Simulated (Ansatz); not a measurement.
**GeHBr: ionisation energy by level of theory**

An exercise on one series of results from a longer session: the logs are not shown, and one member is left open.

The runs use Ansatz 0.2.0, Gaussian basis; unrestricted cation, the program's frozen cores in correlated methods.

The runs, in order: UKS PBE-D4/def2-TZVPP; UKS r2SCAN-D4/def2-TZVPP; UKS PBE0-D4/def2-TZVPP; UKS B3LYP-D4/def2-TZVPP; UKS wB97X-V/def2-TZVPP; UKS wB97M-V/def2-TZVPP; UKS B2PLYP/def2-TZVPP; UHF-CCSD(T)/def2-TZVPP; UHF-MP2/def2-QZVPP; extrapolation to the limit; then −ε(HOMO) from the neutral's earlier runs with LDA (SPW92), PBE-D4, revPBE-D4, BLYP-D4, r2SCAN-D4, B97M-V, PBE0-D4, B3LYP-D4, r2SCANh-D4, r2SCAN0-D4, HSE06-D4, BHLYP-D4, CAM-B3LYP-D4, LC-ωPBE, ωB97X-V, ωB97M-V.

## Structure used throughout

The geometry comes from an earlier relaxation with PBE0-D4 in a triple-zeta def2 set; it is a stationary point.

SMILES `[GeH][Br]`, 3 atoms, charge 0, spin multiplicity 1.

Atoms are counted from 1 here; the program's logs count them from 0.

Bond lengths: Ge1–Br2 2.339 Å, Ge1–H3 1.598 Å. Angles: Br2–Ge1–H3 93.3°.

The first run:

File in.yaml:

```yaml
crystal:
  periodic: [false, false, false]
  atoms:
    - {symbol: Ge, position_ang: [0.359439, -0.859912, 0.093971]}
    - {symbol: Br, position_ang: [0.673599, 1.417223, 0.525914]}
    - {symbol: H, position_ang: [-1.044038, -0.622211, -0.633184]}
basis:
  gaussian: {orbitals: def2-TZVPP}
total_charge: 1
magnetization: {spin_polarized: true, initial_magnetization: 1}
hamiltonian: {xc: pbe, dispersion: d4}
```

Among the steps run: Cation, UKS PBE-D4/def2-TZVPP; Cation, UKS r2SCAN-D4/def2-TZVPP; Cation, UKS PBE0-D4/def2-TZVPP; Cation, UKS B3LYP-D4/def2-TZVPP; Cation, UKS wB97X-V/def2-TZVPP; Cation, UKS wB97M-V/def2-TZVPP; Cation, UKS B2PLYP (frozen core)/def2-TZVPP; Cation, UHF-CCSD(T)/def2-TZVPP; Cation, UHF-MP2/def2-QZVPP.

One of the session's tables, all rows but one given; the rest of the session is left out.

For comparison, −ε(HOMO) of the neutral from earlier runs:

```
  functional  −ε(HOMO) (eV)
 LDA (SPW92)           6.12
      PBE-D4           6.00
   revPBE-D4           5.96
     BLYP-D4           5.88
   r2SCAN-D4           6.28
      B97M-V              ?
     PBE0-D4           7.09
    B3LYP-D4           6.91
  r2SCANh-D4           6.68
  r2SCAN0-D4           7.28
    HSE06-D4           6.70
    BHLYP-D4           8.07
CAM-B3LYP-D4           8.37
     LC-ωPBE           9.64
     ωB97X-V           9.32
     ωB97M-V           9.19
```

**Question.** Estimate the row for B97M-V.

The run gave: −ε(HOMO) (eV): 6.29. In the column «−ε(HOMO) (eV)» it lies between r2SCAN-D4 (6.28) and r2SCANh-D4 (6.68).
